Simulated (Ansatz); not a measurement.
**C3H8SiTe: basis-set convergence**

How large a basis does C3H8SiTe need? Two functionals are run in growing sets.

Program: Ansatz 0.2.0, Gaussian basis. Level of theory: one geometry, several basis sets. These are calculated values, not measurements.

Plan: PBE0-D4/def2-SVP; ωB97M-V/def2-SVP; PBE0-D4/def2-QZVPP; ωB97M-V/def2-QZVPP; the functionals' def2-TZVPP values are taken from earlier runs.

**1. The relaxed structure**

All runs share one geometry, relaxed beforehand with PBE0-D4 in a triple-zeta def2 set. Te takes the def2 core potential; no spin-orbit term is included.

SMILES `C=C[Te][SiH2]C`, 13 atoms, charge 0, spin multiplicity 1.

Atoms are counted from 1 here; the program's logs count them from 0.

Bond lengths: C1–C2 1.324 Å, C1–H6 1.086 Å, C1–H7 1.084 Å, C2–Te3 2.105 Å, C2–H8 1.086 Å, Te3–Si4 2.496 Å, Si4–C5 1.867 Å, Si4–H9 1.489 Å, Si4–H10 1.487 Å, C5–H11 1.092 Å, C5–H12 1.094 Å, C5–H13 1.092 Å. Angles: C2–C1–H6 120.6°, C2–C1–H7 122.4°, H6–C1–H7 117.0°, C1–C2–Te3 123.6°, C1–C2–H8 121.2°, Te3–C2–H8 115.1°, C2–Te3–Si4 92.6°, Te3–Si4–C5 112.3°, Te3–Si4–H9 107.9°, Te3–Si4–H10 105.6°, C5–Si4–H9 110.2°, C5–Si4–H10 111.6°, H9–Si4–H10 109.1°, Si4–C5–H11 110.2°, Si4–C5–H12 110.6°, Si4–C5–H13 110.6°, H11–C5–H12 108.4°, H11–C5–H13 108.2° and more.

**2. PBE0-D4 in def2-SVP**

File in.yaml:

```yaml
crystal:
  periodic: [false, false, false]
  atoms:
    - {symbol: C, position_ang: [0.166519, -0.773310, 2.692266]}
    - {symbol: C, position_ang: [0.060136, -1.199676, 1.442891]}
    - {symbol: Te, position_ang: [1.642550, -1.146549, 0.055248]}
    - {symbol: Si, position_ang: [0.197054, -0.171875, -1.730606]}
    - {symbol: C, position_ang: [-0.319362, 1.580538, -1.344940]}
    - {symbol: H, position_ang: [-0.661421, -0.884415, 3.386696]}
    - {symbol: H, position_ang: [1.068713, -0.307219, 3.072960]}
    - {symbol: H, position_ang: [-0.853169, -1.662842, 1.082376]}
    - {symbol: H, position_ang: [-1.003348, -1.040735, -1.873492]}
    - {symbol: H, position_ang: [1.000511, -0.243664, -2.979815]}
    - {symbol: H, position_ang: [-0.847377, 1.617244, -0.389620]}
    - {symbol: H, position_ang: [-0.984317, 1.965972, -2.122801]}
    - {symbol: H, position_ang: [0.553911, 2.231831, -1.276164]}
basis:
  gaussian: {orbitals: def2-SVP}
hamiltonian: {xc: pbe0, dispersion: d4}
output: {orbitals: {seedname: orbitals}}
```

Run with:

```sh
ansatz run in.yaml --threads 2 --pin off --events-out ev --progress --plain --max-ram 32768MiB --backend cpu
```

Further steps of the session: ωB97M-V in def2-SVP; PBE0-D4 in def2-QZVPP; ωB97M-V in def2-QZVPP.

**Question.** What will the summary of the whole plan be? Wanted: PBE0-D4: double and triple zeta above quadruple; ωB97M-V: double and triple zeta above quadruple.

As calculated:

| quantity | value |
| --- | --- |
| PBE0-D4: double and triple zeta above quadruple | 7.18, 0.50 eV |
| ωB97M-V: double and triple zeta above quadruple | 7.44, 0.48 eV |

In words: PBE0-D4 gains 6.68 eV from double to triple zeta, then 0.50 eV more. Total energies overstate the basis error of differences, where much of it tends to cancel. The LUMO of ωB97M-V is positive and keeps falling with the basis (1.63 to 1.09 eV): an unbound level that the basis holds in place.
